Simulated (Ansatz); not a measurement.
# CH4BClS (SMILES CSBCl) at BHLYP/cc-pVDZ

What is the vertical singlet–triplet gap of CH4BClS at BHLYP/cc-pVDZ? 

The calculation is run with Ansatz 0.2.0.

94 further runs of the same task are left out: 94 set aside as unsound or not needed.

**1. Starting point**

CH4BClS: 8 atoms, total charge 0, spin state singlet. As SMILES, `CSBCl`. Geometry: relaxed at PBE0-D4/def2-TZVP. This is one conformer, not always the lowest.

Bond lengths: C1–S2 1.810 Å, S2–B3 1.766 Å, B3–Cl4 1.749 Å, C1–H5 1.088 Å, C1–H6 1.089 Å, C1–H7 1.089 Å, B3–H8 1.191 Å. Angles: C1–S2–B3 103.2°, S2–B3–Cl4 119.0°, S2–C1–H5 110.2°, S2–C1–H6 109.0°, S2–C1–H7 109.0°, S2–B3–H8 121.7°, Cl4–B3–H8 119.3°, H5–C1–H6 109.7°, H5–C1–H7 109.7°, H6–C1–H7 109.3°.

**2. A single-point energy at BHLYP/cc-pVDZ**

run.yaml

```yaml
crystal:
  periodic: [false, false, false]
  atoms:
    - {symbol: C, position_ang: [-0.471000, 1.184200, 0.216300]}
    - {symbol: S, position_ang: [0.979400, 0.341100, -0.461900]}
    - {symbol: B, position_ang: [0.578900, -1.367600, -0.269600]}
    - {symbol: Cl, position_ang: [1.728300, -2.572200, -0.805600]}
    - {symbol: H, position_ang: [-1.201900, 0.455300, 0.560900]}
    - {symbol: H, position_ang: [-0.157800, 1.812600, 1.049100]}
    - {symbol: H, position_ang: [-0.912200, 1.808700, -0.559500]}
    - {symbol: H, position_ang: [-0.451500, -1.719100, 0.214500]}
basis:
  gaussian:
    orbitals: cc-pVDZ
total_charge: 0
hamiltonian:
  xc: {name: BHLYP}
accuracy: high
output: {orbitals: {seedname: orbitals}}
```

Run with:

```sh
ansatz run run.yaml --threads 1 --pin off --max-ram 2610MiB --events-out events.jsonl --progress --plain --runs-dir runs
```

Log:

```text
Warning: RAYON_NUM_THREADS=1 ignored (pool sized by the plan → 1); use --threads N
Functional definition: BHLYP
  name "BHLYP"
  parameter a = 0.5
  exchange = (1 - a)*b88_x + a*exact_x
  correlation = lyp_c
1973 factors; integrals over basis functions are off by at most 6.8e-9 eV
mean field evaluation 1: about -25135.5302 eV, gradient 2.4e1 eV
mean field evaluation 2: about -25136.1311 eV, gradient 1.9e1 eV
mean field evaluation 4: about -25137.0020 eV, gradient 6.5e-1 eV
mean field evaluation 8: about -25137.4186 eV, gradient 2.2e-1 eV
mean field evaluation 16: about -25137.4188 eV, gradient 1.6e-5 eV
mean field -25137.41881507 eV, -923.7831026993 hartree, gradient 4.3e-8 eV, S^2 0.000000; 0 other end points of the search recorded, 0 dependent functions left out
reference -25137.41884167 eV, -923.7831036769 hartree; 24, 24 occupied and 60, 60 virtual orbitals, 1973 factors
Total energy: -25137.41884167 eV, -923.7831036769 hartree
```

Run time: 9.9 s. Hardware: 1 thread of Arm Neoverse V1, shared host; peak memory 0.28 GiB.

**3. The triplet**

job.yaml

```yaml
crystal:
  periodic: [false, false, false]
  atoms:
    - {symbol: C, position_ang: [-0.471000, 1.184200, 0.216300]}
    - {symbol: S, position_ang: [0.979400, 0.341100, -0.461900]}
    - {symbol: B, position_ang: [0.578900, -1.367600, -0.269600]}
    - {symbol: Cl, position_ang: [1.728300, -2.572200, -0.805600]}
    - {symbol: H, position_ang: [-1.201900, 0.455300, 0.560900]}
    - {symbol: H, position_ang: [-0.157800, 1.812600, 1.049100]}
    - {symbol: H, position_ang: [-0.912200, 1.808700, -0.559500]}
    - {symbol: H, position_ang: [-0.451500, -1.719100, 0.214500]}
basis:
  gaussian: {orbitals: cc-pVDZ}
magnetization: {spin_polarized: true, initial_magnetization: 2}
hamiltonian: {xc: {name: BHLYP}}
accuracy: high
output: {orbitals: {seedname: orbitals}}
```

Run with:

```sh
ansatz run job.yaml --threads 1 --pin off --max-ram 2610MiB --events-out events.jsonl --progress --plain --runs-dir runs
```

Log:

```text
Warning: RAYON_NUM_THREADS=1 ignored (pool sized by the plan → 1); use --threads N
Functional definition: BHLYP
  name "BHLYP"
  parameter a = 0.5
  exchange = (1 - a)*b88_x + a*exact_x
  correlation = lyp_c
1973 factors; integrals over basis functions are off by at most 6.8e-9 eV
mean field evaluation 1: about -25130.1867 eV, gradient 2.0e1 eV
mean field evaluation 2: about -25131.2520 eV, gradient 1.5e1 eV
mean field evaluation 4: about -25132.5366 eV, gradient 7.2e-1 eV
mean field evaluation 8: about -25132.6048 eV, gradient 9.7e-2 eV
mean field evaluation 16: about -25132.6050 eV, gradient 1.7e-4 eV
mean field evaluation 32: about -25132.6050 eV, gradient 2.4e-8 eV
mean field -25132.60501863 eV, -923.6061989432 hartree, gradient 2.4e-8 eV, S^2 2.010075; 2 other end points of the search recorded, 0 dependent functions left out
reference -25132.60504460 eV, -923.6061998976 hartree; 25, 23 occupied and 59, 61 virtual orbitals, 1973 factors
Total energy: -25132.60504460 eV, -923.6061998976 hartree
```

Wall time 20 s (1 thread of Arm Neoverse V1, shared host); peak memory 0.41 GiB.

**4. Results**

Level: BHLYP/cc-pVDZ.

| quantity | value |
| --- | --- |
| singlet: total energy | -923.78310 Eh |
| singlet: HOMO energy | -8.65 eV |
| singlet: LUMO energy | 0.18 eV |
| singlet: HOMO–LUMO gap | 8.84 eV |
| triplet: total energy | -923.60620 Eh |
| triplet: HOMO energy (highest over α and β) | -3.87 eV |
| triplet: ⟨S²⟩ | 2.010 |
| vertical energy of the triplet above the singlet | 4.814 eV |

At this shape the triplet lies 4.81 eV (111 kcal/mol) above the singlet.
